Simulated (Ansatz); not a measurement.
# Alloy of ZnGa2O4 and ZnAl2O4 (2 of 16 Ga sites exchanged), 56 atoms

How does this alloy cell relax, and what gap do PBEsol and HSE06 give?

Program: Ansatz 0.2.0, PAW, plane waves. These are calculated values, not measurements.

## (1) The starting cell

56 atoms (8 Zn, 14 Ga, 32 O, 2 Al); a = 8.310 Å, b = 8.310 Å, c = 8.310 Å, α = 90.00°, β = 90.00°, γ = 90.00°. All atoms were shaken off their sites by about 0.02 Å along each axis.

Steps to follow: (2) PBEsol cell relaxation at the single k point (¼, ¼, ¼), on 7 threads of Arm Neoverse-V2; (3) HSE06 single point at the Γ point alone, on 7 threads of Arm Neoverse-V2.

## (2) Relaxing cell and atoms with PBEsol

File in.yaml:

```yaml
crystal:
  lattice:
    - [8.310111, 0.000000, 0.000000]
    - [0.000000, 8.310111, 0.000000]
    - [0.000000, 0.000000, 8.310111]
  atoms:
    - { symbol: Zn, position: [0.878543, 0.373059, 0.376055] }
    - { symbol: Zn, position: [0.369986, 0.872420, 0.376133] }
    - { symbol: Zn, position: [0.379229, 0.370491, 0.874600] }
    - { symbol: Zn, position: [0.122483, 0.125357, 0.122970] }
    - { symbol: Zn, position: [0.873614, 0.872208, 0.873743] }
    - { symbol: Zn, position: [0.625108, 0.624913, 0.124889] }
    - { symbol: Zn, position: [0.622840, 0.127220, 0.622385] }
    - { symbol: Zn, position: [0.128377, 0.622422, 0.628582] }
    - { symbol: Ga, position: [0.497949, 0.997955, 0.999448] }
    - { symbol: Ga, position: [0.752277, 0.250139, 0.999326] }
    - { symbol: Ga, position: [0.750956, 0.999085, 0.251153] }
    - { symbol: Ga, position: [0.999149, 0.503195, 0.003424] }
    - { symbol: Ga, position: [0.249934, 0.753392, 0.996546] }
    - { symbol: Ga, position: [0.001333, 0.002479, 0.503439] }
    - { symbol: Ga, position: [0.245378, 0.245857, 0.495956] }
    - { symbol: Ga, position: [0.249210, 0.500230, 0.250006] }
    - { symbol: Ga, position: [0.503592, 0.249852, 0.249809] }
    - { symbol: Ga, position: [0.753185, 0.744755, 0.498001] }
    - { symbol: Ga, position: [0.251148, 0.001953, 0.751197] }
    - { symbol: Ga, position: [0.750460, 0.500179, 0.748571] }
    - { symbol: Ga, position: [0.998823, 0.752145, 0.248574] }
    - { symbol: Ga, position: [0.997707, 0.248359, 0.751397] }
    - { symbol: O, position: [0.510821, 0.014731, 0.240682] }
    - { symbol: O, position: [0.737866, 0.236930, 0.236391] }
    - { symbol: O, position: [0.514284, 0.241876, 0.011026] }
    - { symbol: O, position: [0.737340, 0.010678, 0.013718] }
    - { symbol: O, position: [0.010373, 0.510055, 0.236293] }
    - { symbol: O, position: [0.237741, 0.741166, 0.240657] }
    - { symbol: O, position: [0.014274, 0.735904, 0.011466] }
    - { symbol: O, position: [0.242008, 0.511030, 0.014335] }
    - { symbol: O, position: [0.008351, 0.006230, 0.740468] }
    - { symbol: O, position: [0.237900, 0.237480, 0.739988] }
    - { symbol: O, position: [0.015044, 0.241760, 0.507005] }
    - { symbol: O, position: [0.235023, 0.012481, 0.509572] }
    - { symbol: O, position: [0.262451, 0.258738, 0.261525] }
    - { symbol: O, position: [0.489667, 0.489678, 0.259312] }
    - { symbol: O, position: [0.486137, 0.261060, 0.487840] }
    - { symbol: O, position: [0.261205, 0.492549, 0.485469] }
    - { symbol: O, position: [0.514288, 0.513165, 0.739313] }
    - { symbol: O, position: [0.738820, 0.736066, 0.741326] }
    - { symbol: O, position: [0.508464, 0.736850, 0.511373] }
    - { symbol: O, position: [0.740168, 0.512965, 0.513421] }
    - { symbol: O, position: [0.761000, 0.760668, 0.260200] }
    - { symbol: O, position: [0.994241, 0.991198, 0.262220] }
    - { symbol: O, position: [0.983430, 0.761497, 0.490595] }
    - { symbol: O, position: [0.762948, 0.989090, 0.489916] }
    - { symbol: O, position: [0.761959, 0.256586, 0.765224] }
    - { symbol: O, position: [0.985678, 0.487210, 0.762283] }
    - { symbol: O, position: [0.989104, 0.261951, 0.991701] }
    - { symbol: O, position: [0.762189, 0.486405, 0.989837] }
    - { symbol: O, position: [0.262156, 0.758034, 0.761553] }
    - { symbol: O, position: [0.487147, 0.992092, 0.758884] }
    - { symbol: O, position: [0.493014, 0.760772, 0.984930] }
    - { symbol: O, position: [0.263043, 0.984952, 0.983917] }
    - { symbol: Al, position: [0.499218, 0.499883, 0.499304] }
    - { symbol: Al, position: [0.502702, 0.747442, 0.747152] }
  symmetry: { detect: false }
kpoints:
  mp_grid: { grid: [1, 1, 1], shift: [0.25, 0.25, 0.25] }
hamiltonian:
  xc: pbesol
scf:
  occupations: { method: fermi_dirac, width: 0.01 }
relax:
  f_tol: 0.03
  max_steps: 80
  escape_saddle: false
  adjacent_minimum: "off"
  cell: { fix: [shape] }
output:
  forces: true
  eigenvalues: true
  populations: true
```

Started as:

```
> ansatz run in.yaml --threads 7 --pin off --max-ram 13300MiB --runs-dir r --events-out ev --progress --plain
```

After this run come: HSE06 single point.

**Question.** What will these runs give? Wanted: for each run, top filled to lowest empty.

As calculated:

| level | time | k points | top filled to lowest empty (eV) |
| --- | --- | --- | --- |
| PBEsol, relaxation | 35 s (7 CPU threads) | (¼, ¼, ¼) | 3.83 |
| HSE06 | 1.9 min (7 CPU threads) | Γ | 4.72 |

```
     quantity                                                                      value
   relaxation                                           5 recorded steps, 0.79 eV gained
largest shift                                                               0.10 Å (O52)
 relaxed cell  a = 8.310 Å, b = 8.310 Å, c = 8.310 Å, α = 90.00°, β = 90.00°, γ = 90.00°
   mean bonds                                       Al–O 1.930, Ga–O 1.994, O–Zn 1.967 Å
```

**Reading.** The relaxation lowers the energy by 0.79 eV; the largest shift is 0.10 Å (O52), while the volume changes by -0.0 %. The mean lengths of the listed bonds run from Al–O 1.93 Å to Ga–O 1.99 Å. The relaxation ran on other k points, so part of any difference from the later rows can come from the mesh. With one k point the spacing samples only the states that fold onto it, so it can exceed the gap over the zone.
